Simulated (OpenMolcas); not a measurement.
# Mo⁴⁺ with 6 ligands (oxide): CASSCF and CASPT2 levels and susceptibility

Aim: the ligand-field states of Mo⁴⁺ in this surrounding, its lowest levels with spin-orbit coupling and its magnetic susceptibility.

Program: OpenMolcas 26.06. Level of theory: state-averaged CASSCF and CASPT2, spin-orbit coupling by RASSI with atomic mean-field integrals. These are calculated values, not measurements, unless marked.

**1. The atom as given**

| Property | Result |
| --- | --- |
| Species | Mo⁴⁺ (molybdenum, Z = 42, 38 electrons) |
| Basis | ANO-RCC-VTZP [7s6p4d2f1g], 152 functions with the ligands |
| Scalar Hamiltonian | DKH2, point nucleus |
| Inactive shells | 1s 2s 2p 3s 3p 3d 4s 4p of the metal, and all ligand shells |
| Active space | 2 electrons in 5 orbitals (4d) |
| Some configurations of this space | 4d2 |
| Orbitals | optimised for each spin and parity, averaged over all roots |

Outer shells as boxes (Hund's rule):

4d2
```
4d [↑ ][↑ ][  ][  ][  ]
```

Mo⁴⁺ is taken with 6 ligands (oxide) in octahedron coordination (Oh) at 2.09 Å. A charge of +1.33 e stands 2.4 Å behind each ligand. Ligand basis ANO-RCC-VDZP. The distances are assumed, not relaxed.

```xyz
7

Mo    0.0000    0.0000    0.0000
O     2.0900    0.0000    0.0000
O     0.0000    2.0900    0.0000
O    -2.0900    0.0000    0.0000
O     0.0000   -2.0900    0.0000
O     0.0000    0.0000    2.0900
O     0.0000    0.0000   -2.0900
```

The work runs as a chain of OpenMolcas steps in one folder; each step below is one input file. Labels, J, g values, rates, χT and fits are worked out afterwards by a script from the matrices that RASSI stores. The input lists half of the charges; inversion (Group=XYZ) makes the rest.

**2. GATEWAY and SEWARD: basis and integrals**

a.inp

```
&GATEWAY
Coord
7

Mo 0.0 0.0 0.0
O 2.090000 0.000000 0.000000
O 0.000000 2.090000 0.000000
O -2.090000 0.000000 0.000000
O 0.000000 -2.090000 0.000000
O 0.000000 0.000000 2.090000
O 0.000000 0.000000 -2.090000
Basis=Mo.ANO-RCC-VTZP,O.ANO-RCC-VDZP
Group=XYZ
NoMove
AngMom=0.0 0.0 0.0
AMFI
RICD
XField
3 Angstrom 0
4.490000 0.000000 0.000000 1.333333
0.000000 4.490000 0.000000 1.333333
0.000000 0.000000 4.490000 1.333333
&SEWARD
```

Started as:

```console
OMP_NUM_THREADS=1 MOLCAS_MEM=2457 MOLCAS_PROJECT=a pymolcas a.inp > a.log
```

**3. Reference wave functions, triplets of even parity, 10 roots**

a.inp

```
&RASSCF
FileOrb=start.orb
Symmetry=1
Spin=3
nActEl=2 0 0
Inactive=24 24
Ras2=5 0
CIRoot=10 10 1
SDav=10
CIMx=300
Iter=150 100
PrWF=0.3
OrbListing=Nothing
MaxOrb=0
LevShft=1.0
>>> COPY $Project.JobIph JOB001
```

start.orb holds start orbitals that the driver prepared beforehand, or those of the step before.

**4. CASSCF: singlets of even parity, 15 roots**

a.inp

```
&RASSCF
FileOrb=start.orb
Symmetry=1
Spin=1
nActEl=2 0 0
Inactive=24 24
Ras2=5 0
CIRoot=15 15 1
SDav=15
CIMx=300
Iter=150 100
PrWF=0.3
OrbListing=Nothing
MaxOrb=0
LevShft=1.0
>>> COPY $Project.JobIph JOB002
```

**5. RASSI: spin-orbit coupling between the states**

a.inp

```
&RASSI
NrOfJobIphs=2 10 15
1 2 3 4 5 6 7 8 9 10
1 2 3 4 5 6 7 8 9 10 11 12 13 14 15
IphNames
JOB001
JOB002
EJob
SpinOrbit
DIPRint=1.0
SOCoupling=1000.0
Subsets=2
Property=9
'ANGMOM' 1 'ANGMOM' 2 'ANGMOM' 3 'MLTPL  1' 1 'MLTPL  1' 2 'MLTPL  1' 3
'AMFI' 1 'AMFI' 2 'AMFI' 3
SOProperty=3
'ANGMOM' 1 'ANGMOM' 2 'ANGMOM' 3
```

**6. CASPT2: IPEA 0.25, imaginary shift 0.1 (closed shells correlated: 4s 4p of the metal, with ligand shells; the Frozen line counts the rest)**

a.inp

```
>>> COPY JOB001 $Project.JobIph
&CASPT2
Multistate=10 1 2 3 4 5 6 7 8 9 10
NoMult
Frozen=11 9
IPEA=0.25
Imaginary=0.1
MaxIter=60
WThr=0.0 0.3 0.05
PrWF=0.5
NoMix
>>> COPY JOB002 $Project.JobIph
&CASPT2
Multistate=15 1 2 3 4 5 6 7 8 9 10 11 12 13 14 15
NoMult
Frozen=11 9
IPEA=0.25
Imaginary=0.1
MaxIter=60
WThr=0.0 0.3 0.05
PrWF=0.5
NoMix
```

(Steps that only read results are left out.)

Before running it: what results should come out? Wanted: spin-free ground state; first state of the same spin within the active space; lowest level; next level.

As calculated:

| quantity | value |
| --- | --- |
| method | SS-CASPT2, IPEA 0.25, imaginary shift 0.1 (closed shells correlated: 4s 4p of the metal, with ligand shells; the Frozen line counts the rest) |
| spin-free ground state | 3T1, 3-fold in its orbital part |
| first state of the same spin within the active space | 3T2 at 16600 cm⁻¹ |
| lowest level | 2-fold E, g = 0.00, 0.00, 0.00 |
| next level | 51.5 cm⁻¹ |
| χT at 300 K | 0.35 cm³ K/mol |
| effective moment at 300 K | 1.68 μB |

Cost by method:

| method | time of its own steps | time with the reference |
| --- | --- | --- |
| A. CASSCF | 20 s | 20 s |
| B. SS-CASPT2, IPEA 0.25, imaginary shift 0.1, +4s 4p | 63 s | 82 s |

Times are of one thread on a shared host.

**Reading.** The spin-free ground state (3T1) is 3-fold and keeps the highest spin of the shell. χT at 300 K is 0.35, against 1.00 cm³ K/mol for the spin alone, so spin-orbit coupling lowers it. A ligand-field fit to the states below 45000 cm-1 gives 10Dq = 16561 cm-1, B = 440 cm-1 and C = 1622 cm-1 (C/B = 3.68), with a deviation of 829 cm-1. CASPT2 does not keep the components of a term degenerate, and the means are used. The bonds are covalent and no ligand orbital is active, so the numbers are rough. Bare point charges leave oxide and sulfide ligands too diffuse, so the field comes out too small.
